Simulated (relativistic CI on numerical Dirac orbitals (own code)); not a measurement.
**Hg XXXIV (Hg³³⁺): levels and lines**

The task is the spectrum of Hg³³⁺: levels, purity of their labels, lifetimes and lines; runs with one setting changed show what the result hangs on.

Method: Dirac-Coulomb-Breit CI, KLI orbitals optimised for each configuration, model QED (radiative potential, 1s self-energy scaled to tabulated hydrogen-like ionisation energies). Code: relativistic CI on numerical Dirac orbitals (own code) version 4.

### 1 Starting point

| Property | Result |
| --- | --- |
| ion | Hg³³⁺ (Hg XXXIV) |
| nuclear charge | 80 |
| electrons | 47 |
| isotope | A = 202 |
| first configuration typed | [Kr] 4d10 4f |

The outer shells:

first configuration typed
```
[Kr] core
4d [↑↓][↑↓][↑↓][↑↓][↑↓]
4f [↑ ][  ][  ][  ][  ][  ][  ]
```

### 2 The main run

Settings of the run:

```ini
atom Hg  Z=80  charge=33  electrons=47
nucleus A=202  rms_radius_fm=5.4648
hamiltonian dirac-coulomb  breit=on  qed=on  c_scale=1
orbitals kli  potential=per-configuration
slater_scale 1
correlation none
mixing on
configurations
  [Kr] 4d10 4f
  [Kr] 4d9 4f2
  [Kr] 4d10 5s
  [Ar] 3d10 4s2 4p5 4d10 4f2
  [Kr] 4d10 5p
  [Kr] 4d10 5d
  [Ar] 3d10 4s 4p6 4d10 4f2
  [Kr] 4d9 4f 5s
  [Kr] 4d10 5f
  [Kr] 4d9 4f 5p
  [Kr] 4d10 5g
  [Kr] 4d10 6s
  [Kr] 4d10 6p
  [Kr] 4d10 6d
  [Ar] 3d10 4s2 4p5 4d10 4f 5s
  [Kr] 4d9 4f 5f
  [Kr] 4d10 6f
  [Kr] 4d10 7s
  [Ar] 3d10 4s 4p6 4d10 5s2
  [Kr] 4d10 7d
  [Kr] 4d9 4f 6p
end
```

Started as:

```
$ python run_levels.py task.json out
```

The settings of every run stand in task.json; they run in order.

### 3 Without QED terms

Settings: those of step 2 with these lines changed.

```diff
@@ -2,3 +2,3 @@
 nucleus A=202  rms_radius_fm=5.4648
-hamiltonian dirac-coulomb  breit=on  qed=on  c_scale=1
+hamiltonian dirac-coulomb  breit=on  qed=off  c_scale=1
 orbitals kli  potential=per-configuration
```

### 4 Without the Breit term

Settings: those of step 3 with these lines changed.

```diff
@@ -2,3 +2,3 @@
 nucleus A=202  rms_radius_fm=5.4648
-hamiltonian dirac-coulomb  breit=on  qed=off  c_scale=1
+hamiltonian dirac-coulomb  breit=off  qed=on  c_scale=1
 orbitals kli  potential=per-configuration
```

(Steps that only read results are left out.)

**Question.** What will these runs give? Wanted: lowest level; first excitation; lowest level of the other parity; fastest E1 line; ionisation energy.

**Answer**, as computed:

| run | time | mean size of shift, levels followed (cm⁻¹) | lowest level | ionisation energy (eV) |
| --- | --- | --- | --- | --- |
| main run | 2.8 s | 0 | 4f 2F°5/2 | 1261.7 |
| without QED terms | 1.9 s | 712 | 4f 2F°5/2 | 1261.6 |
| without the Breit term | 1.9 s | 4465 | 4f 2F°5/2 | 1261.9 |

The tabulated theoretical ionisation energy (NIST) is 1280 eV.

| quantity | value |
| --- | --- |
| lowest level | 4f 2F°5/2 |
| first excitation | 4f 2F°7/2, 50715 cm⁻¹ |
| lowest level of the other parity | 4d9 4f2 4F3/2, 221.56 eV |
| levels in the model | 735 |
| fastest E1 line (by rate) to the lowest level among the lowest 400 of 735 levels | 2.037 nm, from 5g 2G7/2 |
| ionisation energy | 1261.7 eV |
| ionisation energy, tabulated theoretical (NIST) | 1280 eV |

What this shows: The lowest level is 4f 2F°5/2, 100 % pure in LS and 100 % in jj coupling; over the low levels the means are 59 and 86 %, so jj coupling describes them better. The ionisation energy agrees with the tabulated theoretical value within its uncertainty of 60 eV. The largest mover is «without the Breit term» (4465 cm⁻¹ on average). Lifetimes count radiative decay inside the model alone.
